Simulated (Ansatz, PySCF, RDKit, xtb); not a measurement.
# Isomers of C2H8GeSi2, a sample narrowed down, part 1 of 2

A sample of isomers of C2H8GeSi2 is drawn. Aim: find which of them has the lowest free energy at 298.15 K, then its properties. The sample is small against all isomers, and the most stable one of this formula need not be in it.

The funnel: GFN2-xTB relaxations, single points with a density functional, relaxations at B3LYP-D3(BJ)/def2-SVP, harmonic vibrations (at GFN2-xTB), and a last energy at a higher level. All values are calculated.

## Step 1: Candidates

Isomers were taken from a list of plausible structures; this is a sample, not all of them. That gives 4 candidates.

| label | SMILES | spin |
| --- | --- | --- |
| c087 | C#[C][GeH2][SiH2][SiH3] | singlet |
| c395 | C#C[SiH2][SiH2][GeH3] | singlet |
| c609 | C=[C]1[SiH2][SiH2][GeH2]1 | singlet |
| c809 | C#C[Si@@H]([SiH3])[GeH3] | singlet |

Candidates are built by distance geometry, with a force field where one applies, in up to four conformers (letters a to d).

## Step 2: First filter: tight binding

All 4 starts are relaxed the same way. One of them, c609a (taken from a list of plausible isomers, embedded by distance geometry and UFF), in full:

start.xyz reads:

```xyz
13
c609a
C     -1.806311     0.368834    -0.477263
C     -0.902373     0.400256     0.486456
Ge     0.164715    -0.961106     1.355177
Si    -0.074307     1.795896     1.488249
Si     1.277246     0.559406     2.656843
H     -2.314707     1.241796    -0.818521
H     -2.124841    -0.590324    -0.879655
H     -1.042950     2.500045     2.343085
H      0.655150     2.699509     0.629252
H      0.893665     0.436470     4.125530
H      2.693124     0.672278     2.326210
H     -0.712073    -1.931153     2.206308
H      1.128076    -1.681543     0.401951
```

Started as:

```bash
xtb start.xyz --gfn 2 --opt
```

Standard output (excerpt; [...] marks lines left out):

```text
* xtb version 6.7.1
[...]
          :  # basis functions                  46          :
[...]
          :  # electrons                        28          :
[...]
          :  Hamiltonian                  GFN2-xTB          :
[...]
          :  net charge                          0          :
          :  unpaired electrons                  0          :
[...]
   *** convergence criteria satisfied after 14 iterations ***
[...]
   *** GEOMETRY OPTIMIZATION CONVERGED AFTER 9 ITERATIONS ***
[...]
   *** convergence criteria satisfied after 3 iterations ***
[...]
         ::                     SUMMARY                     ::
         :::::::::::::::::::::::::::::::::::::::::::::::::::::
         :: total energy             -13.658991592181 Eh    ::
         :: gradient norm              0.000566478292 Eh/a0 ::
         :: HOMO-LUMO gap              3.187147359850 eV    ::
         ::.................................................::
         :: SCC energy               -13.818414370588 Eh    ::
         :: -> isotropic ES            0.018947450975 Eh    ::
         :: -> anisotropic ES          0.001266538743 Eh    ::
         :: -> anisotropic XC          0.008726006458 Eh    ::
         :: -> dispersion             -0.010712245155 Eh    ::
         :: repulsion energy           0.159422778407 Eh    ::
         :: add. restraining           0.000000000000 Eh    ::
         :: total charge               0.000000000000 e     ::
         :::::::::::::::::::::::::::::::::::::::::::::::::::::
[...]
        14        2.0000           -0.3504538              -9.5363 (HOMO)
        15                         -0.2333282              -6.3492 (LUMO)
[...]
     #   Z          covCN         q      C6AA      α(0)
     1   6 C        2.848    -0.073    29.807     8.948
     2   6 C        2.738    -0.181    32.719     9.365
     3  32 Ge       3.841     0.044   170.856    23.458
     4  14 Si       3.811     0.374    99.960    19.127
     5  14 Si       3.699     0.342   101.150    19.262
     6   1 H        0.925     0.012     2.858     2.644
     7   1 H        0.925     0.024     2.674     2.557
     8   1 H        0.917    -0.106     5.773     3.758
     9   1 H        0.917    -0.106     5.772     3.758
    10   1 H        0.917    -0.111     5.956     3.817
    11   1 H        0.917    -0.111     5.954     3.816
    12   1 H        0.933    -0.055     4.203     3.205
    13   1 H        0.933    -0.055     4.210     3.208
[...]
     #   Z sym  total        # sym  WBO       # sym  WBO       # sym  WBO
 ---------------------------------------------------------------------------
     1   6 C    3.992 --     2 C    1.975     6 H    0.972     7 H    0.969
     2   6 C    3.940 --     1 C    1.975     4 Si   0.904     3 Ge   0.893
     3  32 Ge   3.536 --     2 C    0.893    13 H    0.852    12 H    0.852
                             5 Si   0.760
     4  14 Si   3.654 --     2 C    0.904     9 H    0.882     8 H    0.882
                             5 Si   0.834
     5  14 Si   3.600 --    11 H    0.873    10 H    0.873     4 Si   0.834
                             3 Ge   0.760
     6   1 H    0.999 --     1 C    0.972
     7   1 H    0.999 --     1 C    0.969
     8   1 H    0.988 --     4 Si   0.882
     9   1 H    0.988 --     4 Si   0.882
    10   1 H    0.987 --     5 Si   0.873
[...]
molecular dipole:
                 x           y           z       tot (Debye)
 q only:        0.449       0.557       0.528
   full:        0.218       0.522       0.291       1.618
molecular quadrupole (traceless):
[...]
          | TOTAL ENERGY              -13.658991592181 Eh   |
          | GRADIENT NORM               0.000566478292 Eh/α |
          | HOMO-LUMO GAP               3.187147359850 eV   |
           -------------------------------------------------
[...]
```

Run time: 0.095 s. Hardware: 4 threads of AMD EPYC 7R43 (Zen 3), shared host.

## Step 3: Distinct minima at GFN2-xTB

4 of the 4 relaxations converged. 4 distinct structures remain:

```csv
label,start,SMILES after,spin,energy (kcal/mol)
c609a,drawn,C=[C]1[SiH2][SiH2][GeH2]1,singlet,0.0
c087a,drawn,C#[C][GeH2][SiH2][SiH3],singlet,6.9
c395a,drawn,C#C[SiH2][SiH2][GeH3],singlet,7.4
c809a,drawn,C#C[Si@@H]([SiH3])[GeH3],singlet,7.8
```

## Step 4: Screening with a density functional

A choice of the minima (the low ones first, few conformers of a pattern, up to a cap) and the lowest that fell apart get a single point at r2SCAN-D4/def2-SVP on the tight-binding geometry, and one at HF/STO-3G for comparison. The lowest singlets are also tried as triplets at the same geometry (label ending in t). The first, c609a:

input.yaml reads:

```yaml
crystal:
  periodic: [false, false, false]
  atoms:
    - {symbol: C, position_ang: [-1.725611, 0.356764, -0.359027]}
    - {symbol: C, position_ang: [-0.795565, 0.403650, 0.582653]}
    - {symbol: Ge, position_ang: [0.223903, -1.109063, 1.409400]}
    - {symbol: Si, position_ang: [-0.132245, 1.967652, 1.456969]}
    - {symbol: Si, position_ang: [1.281198, 0.577027, 2.698214]}
    - {symbol: H, position_ang: [-2.220498, 1.241432, -0.739605]}
    - {symbol: H, position_ang: [-2.044498, -0.577005, -0.802453]}
    - {symbol: H, position_ang: [-1.187939, 2.695183, 2.174024]}
    - {symbol: H, position_ang: [0.483149, 2.913347, 0.516218]}
    - {symbol: H, position_ang: [1.078488, 0.437021, 4.143906]}
    - {symbol: H, position_ang: [2.732368, 0.653075, 2.500758]}
    - {symbol: H, position_ang: [-0.759719, -2.135153, 1.953132]}
    - {symbol: H, position_ang: [0.901383, -1.913568, 0.309431]}
basis:
  gaussian:
    orbitals: def2-SVP
magnetization:
  spin_polarized: false
  initial_magnetization: 0
hamiltonian:
  xc: {name: r2SCAN}
  dispersion: d4
scf:
  lower_state_search: off
```

Started as:

```bash
ansatz run input.yaml --threads 4 --pin off --max-ram 7830MiB --events-out events.jsonl --progress --plain --runs-dir runs
```

Standard output (excerpt; [...] marks lines left out):

```text
Warning: RAYON_NUM_THREADS=4 ignored (pool sized by the plan → 4); use --threads N
Functional definition: r2SCAN
  name "r2SCAN"
[...]
1523 factors; their error is unknown
[...]
mean field -74459.95538756 eV, -2736.3528897223 hartree, gradient 3.6e-6 eV, S^2 0.000000; 0 other end points of the search recorded, 0 dependent functions left out
reference -74459.95540004 eV, -2736.3528901811 hartree; 40, 40 occupied and 96, 96 virtual orbitals, 1523 factors
Total energy: -74460.04769557 eV, -2736.3562819793 hartree
Checks for a lower state left out: stability, starts, cluster_reference, orbital_swaps, neighbouring_geometries, increment
```

Run time: 1.4 s. Hardware: 4 threads of AMD EPYC 7R43 (Zen 3), shared host; peak memory 0.21 GiB.

Relative energies in kcal/mol, each column from its lowest structure that stays in one piece:

| label | SMILES | spin | GFN2-xTB | HF/STO-3G | r2SCAN-D4/def2-SVP |
| --- | --- | --- | --- | --- | --- |
| c609a | C=[C]1[SiH2][SiH2][GeH2]1 | singlet | 0.0 | 0.0 | 0.0 |
| c395a | C#C[SiH2][SiH2][GeH3] | singlet | 7.4 | 9.3 | 19.2 |
| c809a | C#C[Si@@H]([SiH3])[GeH3] | singlet | 7.8 | 9.5 | 19.5 |
| c087a | C#[C][GeH2][SiH2][SiH3] | singlet | 6.9 | 10.1 | 23.2 |
| c609at | C=[C]1[SiH2][SiH2][GeH2]1 | triplet | – | – | 83.4 |
| c809at | C#C[Si@@H]([SiH3])[GeH3] | triplet | – | – | 133.4 |
| c395at | C#C[SiH2][SiH2][GeH3] | triplet | – | – | 134.7 |

## Step 5: Refinement at B3LYP-D3(BJ)/def2-SVP

3 candidates are relaxed at B3LYP-D3(BJ)/def2-SVP (chosen among the lowest in one piece). The first, c609a:

input.yaml reads:

```yaml
crystal:
  periodic: [false, false, false]
  atoms:
    - symbol: C
      position_ang: [-1.725611, 0.356764, -0.359027]
    - symbol: C
      position_ang: [-0.795565, 0.403650, 0.582653]
    - symbol: Ge
      position_ang: [0.223903, -1.109063, 1.409400]
    - symbol: Si
      position_ang: [-0.132245, 1.967652, 1.456969]
    - symbol: Si
      position_ang: [1.281198, 0.577027, 2.698214]
    - symbol: H
      position_ang: [-2.220498, 1.241432, -0.739605]
    - symbol: H
      position_ang: [-2.044498, -0.577005, -0.802453]
    - symbol: H
      position_ang: [-1.187939, 2.695183, 2.174024]
    - symbol: H
      position_ang: [0.483149, 2.913347, 0.516218]
    - symbol: H
      position_ang: [1.078488, 0.437021, 4.143906]
    - symbol: H
      position_ang: [2.732368, 0.653075, 2.500758]
    - symbol: H
      position_ang: [-0.759719, -2.135153, 1.953132]
    - symbol: H
      position_ang: [0.901383, -1.913568, 0.309431]
basis:
  gaussian:
    orbitals: def2-SVP
relax:
  f_tol: 0.006
scf:
  lower_state_search: "off"
hamiltonian:
  xc: {name: B3LYP}
  dispersion: d3bj
```

Started as:

```bash
ansatz run input.yaml --threads 4 --pin off --max-ram 7830MiB --events-out events.jsonl --progress --plain --runs-dir runs
```

Standard output (excerpt; [...] marks lines left out):

```text
Warning: RAYON_NUM_THREADS=4 ignored (pool sized by the plan → 4); use --threads N
[...]
Functional definition: B3LYP
  name "B3LYP"
[...]
1454 factors; integrals over basis functions are off by at most 5.5e-4 eV
[...]
mean field -74465.21890383 eV, -2736.5463203774 hartree, gradient 6.8e-6 eV, S^2 0.000000; 0 other end points of the search recorded, 0 dependent functions left out
[...]
reference -74465.21921087 eV, -2736.5463316612 hartree; 40, 40 occupied and 96, 96 virtual orbitals, 1454 factors
relax step   1: F+E_penalty+E_count = -74465.92050427 eV  Δ(F+E_penalty+E_count) = +0.000e0 eV  max|allowed force component| = 6.439e-1 eV/Å  Δτ_max = 0.0000 Å  (14 SCF iters, accepted)
[...]
relax step   3: F+E_penalty+E_count = -74466.09998482 eV  Δ(F+E_penalty+E_count) = -2.016e-2 eV  max|allowed force component| = 1.049e-1 eV/Å  Δτ_max = 0.0529 Å  (20 SCF iters, accepted)
[...]
Atom 4 at     1.305943     0.531600     2.716915 Å, force     0.000254     0.000268    -0.000254 eV/Å
Atom 5 at    -2.272251     1.261426    -0.787954 Å, force    -0.000558     0.000861    -0.000563 eV/Å
Atom 6 at    -2.104451    -0.583802    -0.863453 Å, force    -0.000243     0.000164    -0.000096 eV/Å
Atom 7 at    -1.162059     2.679126     2.236952 Å, force     0.000054    -0.000292     0.000015 eV/Å
Atom 8 at     0.548562     2.901841     0.540228 Å, force     0.000078    -0.000423    -0.000217 eV/Å
Atom 9 at     1.047164     0.457006     4.184351 Å, force     0.000035    -0.000125     0.000049 eV/Å
Atom 10 at     2.770457     0.683323     2.475893 Å, force     0.000041     0.000058     0.000347 eV/Å
Atom 11 at    -0.752385    -2.120943     2.077727 Å, force    -0.000511    -0.000445     0.000090 eV/Å
Atom 12 at     1.021258    -1.885243     0.318125 Å, force    -0.000019    -0.000355    -0.000050 eV/Å
Dipole moment:    -0.076485    -0.004415    -0.077108 e Å
Checks for a lower state left out: stability, starts, cluster_reference, orbital_swaps, neighbouring_geometries, increment
```

Run time: 15 s. Hardware: 4 threads of AMD EPYC 7R43 (Zen 3), shared host; peak memory 0.35 GiB.

Energy change by step (eV): 0.0000, -0.1593, -0.1795, -0.1794, -0.1812, -0.1812, -0.1809, -0.1819, -0.1820.

After the run. Bond lengths: C1–C2 1.340 Å, C2–Ge3 1.996 Å, C2–Si4 1.906 Å, Ge3–Si5 2.419 Å, Si4–Si5 2.371 Å, C1–H6 1.099 Å, C1–H7 1.098 Å, Si4–H8 1.495 Å, Si4–H9 1.495 Å, Si5–H10 1.492 Å, Si5–H11 1.492 Å, Ge3–H12 1.546 Å, Ge3–H13 1.546 Å. Some angles: C1–C2–Ge3 127.8°, C1–C2–Si4 128.8°, Ge3–C2–Si4 103.4°, C2–Ge3–Si5 86.9°, C2–Si4–Si5 90.3°, Ge3–Si5–Si4 79.5°, C2–C1–H6 122.2°, C2–C1–H7 122.6°, C2–Ge3–H12 112.7°, C2–Ge3–H13 112.7°.

## Step 6: The relaxed candidates

| label | spin | r2SCAN-D4/def2-SVP (kcal/mol) | B3LYP-D3(BJ)/def2-SVP, relaxed (kcal/mol) | time |
| --- | --- | --- | --- | --- |
| c609a | singlet | 0.0 | 0.0 | 15 s |
| c395a | singlet | 19.2 | 16.1 | 32 s |
| c809a | singlet | 19.5 | 16.2 | 17 s |

c609a: Bond lengths: C1–C2 1.340 Å, C2–Ge3 1.996 Å, C2–Si4 1.906 Å, Ge3–Si5 2.419 Å, Si4–Si5 2.371 Å, C1–H6 1.099 Å, C1–H7 1.098 Å, Si4–H8 1.495 Å, Si4–H9 1.495 Å, Si5–H10 1.492 Å, Si5–H11 1.492 Å, Ge3–H12 1.546 Å, Ge3–H13 1.546 Å. Some angles: C1–C2–Ge3 127.8°, C1–C2–Si4 128.8°, Ge3–C2–Si4 103.4°, C2–Ge3–Si5 86.9°, C2–Si4–Si5 90.3°, Ge3–Si5–Si4 79.5°, C2–C1–H6 122.2°, C2–C1–H7 122.6°, C2–Ge3–H12 112.7°, C2–Ge3–H13 112.7°.

c395a: Bond lengths: C1–C2 1.218 Å, C2–Si4 1.837 Å, Ge3–Si5 2.395 Å, Si4–Si5 2.351 Å, C1–H6 1.075 Å, Si4–H7 1.491 Å, Si4–H8 1.492 Å, Si5–H9 1.495 Å, Si5–H10 1.494 Å, Ge3–H11 1.544 Å, Ge3–H12 1.543 Å, Ge3–H13 1.541 Å. Some angles: C1–C2–Si4 176.5°, C2–Si4–Si5 106.9°, Ge3–Si5–Si4 108.5°, C2–C1–H6 179.5°, C2–Si4–H7 109.5°, C2–Si4–H8 109.0°, Si5–Si4–H7 112.5°, Si5–Si4–H8 109.9°, Ge3–Si5–H9 110.3°, Ge3–Si5–H10 109.7°.

c809a: Bond lengths: C1–C2 1.218 Å, C2–Si4 1.837 Å, Ge3–Si4 2.397 Å, Si4–Si5 2.351 Å, C1–H6 1.075 Å, Si4–H7 1.493 Å, Si5–H8 1.493 Å, Si5–H9 1.492 Å, Si5–H10 1.492 Å, Ge3–H11 1.543 Å, Ge3–H12 1.543 Å, Ge3–H13 1.545 Å. Some angles: C1–C2–Si4 177.5°, C2–Si4–Ge3 108.4°, C2–Si4–Si5 108.5°, Ge3–Si4–Si5 110.6°, C2–C1–H6 179.7°, C2–Si4–H7 109.2°, Ge3–Si4–H7 109.7°, Si5–Si4–H7 110.4°, Si4–Ge3–H11 109.6°, Si4–Ge3–H12 111.0°.

## Step 7: Vibrations and thermal terms

The lowest few in one piece go on as finalists. In this search the thermal terms come from GFN2-xTB at its own nearest minimum. The first, c609a:

start.xyz reads:

```xyz
13
c609a
C     -1.774609     0.358906    -0.407348
C     -0.833246     0.409141     0.545153
Ge     0.171345    -1.113615     1.354311
Si    -0.131315     1.931596     1.452720
Si     1.305943     0.531600     2.716915
H     -2.272251     1.261426    -0.787954
H     -2.104451    -0.583802    -0.863453
H     -1.162059     2.679126     2.236952
H      0.548562     2.901841     0.540228
H      1.047164     0.457006     4.184351
H      2.770457     0.683323     2.475893
H     -0.752385    -2.120943     2.077727
H      1.021258    -1.885243     0.318125
```

Started as:

```bash
xtb start.xyz --gfn 2 --ohess tight
```

Standard output (excerpt; [...] marks lines left out):

```text
* xtb version 6.7.1
[...]
          :  # basis functions                  46          :
[...]
          :  # electrons                        28          :
[...]
          :  Hamiltonian                  GFN2-xTB          :
[...]
          :  net charge                          0          :
          :  unpaired electrons                  0          :
[...]
   *** convergence criteria satisfied after 14 iterations ***
[...]
   *** GEOMETRY OPTIMIZATION CONVERGED AFTER 10 ITERATIONS ***
[...]
   *** convergence criteria satisfied after 3 iterations ***
[...]
         ::                     SUMMARY                     ::
         :::::::::::::::::::::::::::::::::::::::::::::::::::::
         :: total energy             -13.658992573898 Eh    ::
         :: gradient norm              0.000262225832 Eh/a0 ::
         :: HOMO-LUMO gap              3.189312497171 eV    ::
         ::.................................................::
         :: SCC energy               -13.818285485485 Eh    ::
         :: -> isotropic ES            0.018970088925 Eh    ::
         :: -> anisotropic ES          0.001254632527 Eh    ::
         :: -> anisotropic XC          0.008725262460 Eh    ::
         :: -> dispersion             -0.010711536771 Eh    ::
         :: repulsion energy           0.159292911587 Eh    ::
         :: add. restraining           0.000000000000 Eh    ::
         :: total charge              -0.000000000000 e     ::
         :::::::::::::::::::::::::::::::::::::::::::::::::::::
[...]
        14        2.0000           -0.3504727              -9.5368 (HOMO)
        15                         -0.2332676              -6.3475 (LUMO)
[...]
molecular dipole:
                 x           y           z       tot (Debye)
 q only:        0.453       0.563       0.531
   full:        0.224       0.533       0.297       1.651
molecular quadrupole (traceless):
[...]
          | TOTAL ENERGY              -13.658992573910 Eh   |
          | TOTAL ENTHALPY            -13.572467836193 Eh   |
          | TOTAL FREE ENERGY         -13.615791009955 Eh   |
          | GRADIENT NORM               0.000262260776 Eh/α |
[...]
```

Wall time 0.27 s (4 threads of AMD EPYC 7R43 (Zen 3), shared host).

## Step 8: Thermal terms of the finalists

As xtb prints them, at 298.15 K, with its own treatment of low modes:

| label | SMILES | spin | lowest mode (cm⁻¹) | zero-point (kcal/mol) | G − E (kcal/mol) |
| --- | --- | --- | --- | --- | --- |
| c609a | C=[C]1[SiH2][SiH2][GeH2]1 | singlet | 34 | 48.0 | 27.1 |
| c395a | C#C[SiH2][SiH2][GeH3] | singlet | 6i | 45.5 | 22.4 |
| c809a | C#C[Si@@H]([SiH3])[GeH3] | singlet | 21 | 45.3 | 22.1 |

c395a keeps an imaginary mode, a small one that points to a nearly free motion; the harmonic terms are rough for it.

## Step 9: Last filter: a higher level

Single points at CCSD(T)/def2-SVP + MP2/def2-TZVPP - MP2/def2-SVP on the refined geometries decide the order.

c609a, CCSD(T)/def2-SVP:

input.yaml reads:

```yaml
crystal:
  periodic: [false, false, false]
  atoms:
    - {symbol: C, position_ang: [-1.774609, 0.358906, -0.407348]}
    - {symbol: C, position_ang: [-0.833246, 0.409141, 0.545153]}
    - {symbol: Ge, position_ang: [0.171345, -1.113615, 1.354311]}
    - {symbol: Si, position_ang: [-0.131315, 1.931596, 1.452720]}
    - {symbol: Si, position_ang: [1.305943, 0.531600, 2.716915]}
    - {symbol: H, position_ang: [-2.272251, 1.261426, -0.787954]}
    - {symbol: H, position_ang: [-2.104451, -0.583802, -0.863453]}
    - {symbol: H, position_ang: [-1.162059, 2.679126, 2.236952]}
    - {symbol: H, position_ang: [0.548562, 2.901841, 0.540228]}
    - {symbol: H, position_ang: [1.047164, 0.457006, 4.184351]}
    - {symbol: H, position_ang: [2.770457, 0.683323, 2.475893]}
    - {symbol: H, position_ang: [-0.752385, -2.120943, 2.077727]}
    - {symbol: H, position_ang: [1.021258, -1.885243, 0.318125]}
basis:
  gaussian: {orbitals: def2-SVP}
correlation: {method: ccsd_t, frozen_orbitals: {Si: 5, Ge: 9, C: 1, H: 0}}
```

Started as:

```bash
ansatz run input.yaml --threads 4 --pin off --max-ram 7830MiB --events-out events.jsonl --progress --plain --runs-dir runs
```

Standard output (excerpt; [...] marks lines left out):

```text
Warning: RAYON_NUM_THREADS=4 ignored (pool sized by the plan → 4); use --threads N
Functional definition: HF
  name "HF"
[...]
1356 factors; integrals over basis functions are off by at most 1.1e-3 eV
[...]
mean field -74370.78494586 eV, -2733.0759364317 hartree, gradient 3.4e-6 eV, S^2 0.000000; 0 other end points of the search recorded, 0 dependent functions left out; unrestricted orbitals would lower it
21 core orbitals not correlated: weight in the atoms' cores, before any rotation towards them, 1.000 or more for the frozen orbitals, at most 0.000 for the correlated occupied ones
reference -74370.78494586 eV, -2733.0759364317 hartree; 19, 19 occupied and 96, 96 virtual orbitals, 1356 factors
second order -18.72874905 eV of doubles, -0.00000000 eV of singles
cycle   1  -19.53041692 eV  change   -8.0e-1 eV  update   1.2e-1
[...]
cycle   9  -20.37518224 eV  change   -5.8e-7 eV  update   1.8e-5
perturbative correction -0.74779120 eV, -0.0274808197 hartree
Total energy: -74391.90791930 eV, -2733.8521913879 hartree
```

Run time: 11 s. Hardware: 4 threads of AMD EPYC 7R43 (Zen 3), shared host; peak memory 0.87 GiB.

(Continued in part 2 of 2.)
